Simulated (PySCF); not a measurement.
# CEuO (Eu(CO)2+): the cost of one run

Computed with PySCF 2.14.0. Level: PBE0, Eu lcecp-0-SVP with ECP53, C def2-SVP, O def2-SVP; scalar-relativistic core potentials, no spin–orbit coupling.

1 further run of the same task is left out (for a known fault of the program).

## 1. Starting geometry

3 atoms, charge 2, spin multiplicity 1.

Bond lengths: Eu1–C2 2.544 Å, C2–O3 1.150 Å. Angles: Eu1–C2–O3 180.0°.

Coordinates:

```xyz
3

Eu    0.0000    0.0000    0.0000
C     0.0000    0.0000    2.5438
O     0.0000    0.0000    3.6938
```

Formal oxidation states: Eu +2. Each metal's 7 4f electrons lie in its core potential, so multiplicities, spins and levels count the valence alone.

## 2. SCF at the start, singlet

run.py (the lines that set the calculation) reads:

```python
mol = gto.M(atom='''
Eu     0.00000     0.00000     0.00000
C      0.00000     0.00000     2.54380
O      0.00000     0.00000     3.69380''',
    basis={'Eu': 'lcecp-0-SVP', 'C': 'def2-SVP', 'O': 'def2-SVP'},
    ecp={'Eu': 'lcecp-0-SVP'},
    charge=2, spin=0)
mf = dft.RKS(mol, xc='PBE0')
mf.grids.atom_grid = (50, 194)  # f atoms: unpruned, at least (60, 302)
mf = mf.density_fit()  # fitting sets: Eu AutoAux, C def2-universal-JKFIT, O def2-universal-JKFIT
mf.conv_tol = 1e-08; mf.max_cycle = 55
mf.kernel(dm0)  # dm0: free metal ions and neutral atoms
```

Started as:

```
> OMP_NUM_THREADS=2 python run.py
```

**Question.** How long does this run take on 2 threads of Intel Xeon Platinum 8488C (Sapphire Rapids), shared host, and how much memory does it need?

About 1.7 s, with a peak of 0.31 GiB.
